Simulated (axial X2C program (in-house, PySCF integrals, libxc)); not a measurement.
**Linear TeCN⁺ at several levels**

The task here is to estimate one member of a computed series from the others.

Program: an in-house X2C program for linear molecules on PySCF integrals. Level of theory: all-electron X2C, two-component (2c) or spin-free, Te dyall-v3z, C dyall-v3z, N dyall-av3z. These are calculated values, not measurements.

All values are calculated.

2 further runs of the same task are left out: 2 set aside as unsound or not needed.

Set-up of the first run:

task.json reads:

```json
{
 "zs": [
  52,
  6,
  7
 ],
 "q": 1,
 "bas": [
  "dyall-v3z",
  "dyall-v3z",
  "dyall-av3z"
 ],
 "r0": [
  2.06,
  1.16
 ],
 "symm": 0,
 "scan": [
  "PBE0",
  "HF",
  "r2SCAN"
 ],
 "levels": [
  "PBE0",
  "HF",
  "BHandHLYP"
 ],
 "nst": 2
}
```

Keys: zs atomic numbers; q charge; bas basis sets; r0 starting distance in Å; symm equal bonds; scan levels of the two-bond scan; levels methods; nst determinants followed.

Started as:

```bash
$ python solin.py task.json out
```

Masses Te 129.906, C 12.000, N 14.003 u.

Among the steps run: Scan at PBE0, 2c; Scan at r2SCAN, 2c; Scan at PBE0, spin-free.

One of the session's tables, all rows but one given; the rest of the session is left out.

| level | lower stretch (cm⁻¹) | upper stretch (cm⁻¹) |
| --- | --- | --- |
| PBE0, 2c | ? | ? |
| r2SCAN, 2c | 502.3 | 2064.4 |
| PBE0, spin-free | 512.3 | 2117.8 |
| r2SCAN, spin-free | 504.9 | 2066.3 |

Q: Estimate the row for PBE0, 2c from the others.

**Answer.** lower stretch (cm⁻¹): 509.6; upper stretch (cm⁻¹): 2115.1. In the column «lower stretch (cm⁻¹)» it lies between r2SCAN, spin-free (504.9) and PBE0, spin-free (512.3).

Scans not shown above were run alike.

The molecule was held linear; bending was not examined, so a bent shape may lie lower. Open-shell Ω = 0 determinants with evenly filled partner blocks cannot be reached by this program, so the Ω shown need not be the lowest component. Note: several unpaired electrons, one determinant need not be a pure state.
